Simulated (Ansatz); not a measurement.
# GaN: the cost of one run

Computed with Ansatz 0.2.0 (DFT r2SCAN, scalar-relativistic, plane waves, PAW, unless a step's input says otherwise).

1 further run of the same task is left out (set aside as unsound or not needed). Runs told in other sessions of the task aren't counted.

## 1. The starting structure

The structure is cubic, space group F-43m (No. 216). The conventional cell has a = 4.498 Å, b = 4.498 Å, c = 4.498 Å, α = 90.00°, β = 90.00°, γ = 90.00°. Around Ga (site symmetry -43m) lie 4 N at 1.95 Å. N (site symmetry -43m) has 4 Ga at 1.95 Å in its first shell of neighbours.

As a file:

```
CELL_PARAMETERS angstrom
0.00000 2.24894 2.24894
2.24894 0.00000 2.24894
2.24894 2.24894 0.00000
ATOMIC_POSITIONS crystal
Ga 0.00000 0.00000 0.00000
N 0.75000 0.75000 0.75000
```

It goes back to an entry of the Materials Project.

This cell was relaxed beforehand with the same method: volume 11.37 Å³/atom, gap on the mesh 2.17 eV.

## 2. The undisturbed cell

input.yaml reads:

```yaml
crystal:
  lattice:
    - [0.0, 2.2489367673, 2.2489367673]
    - [2.2489367673, 0.0, 2.2489367673]
    - [2.2489367673, 2.2489367673, 0.0]
  atoms:
    - { symbol: Ga, position: [0.0, 0.0, 0.0] }
    - { symbol: "N", position: [0.75, 0.75, 0.75] }
basis:
  ecutwfc: 500
kpoints:
  mp_grid: { grid: [12, 12, 12] }
hamiltonian:
  xc: r2scan
scf:
  occupations: { method: gaussian, width: 0.05 }
output:
  forces: true
  stress: true
  eigenvalues: true
  write_density: true
  write_potential: true
  elf: true
  volumetric_format: npy
```

Run with:

```sh
ansatz run input.yaml --threads 1 --pin off --max-ram 2560MiB --backend cpu --events-out ev --progress --plain --runs-dir out
```

What time and memory should one allow on 1 thread of Intel Xeon Platinum 8259CL at 2.50GHz (Skylake/Cascade Lake), shared host?

About 6.2 s, with a peak of 0.44 GiB.
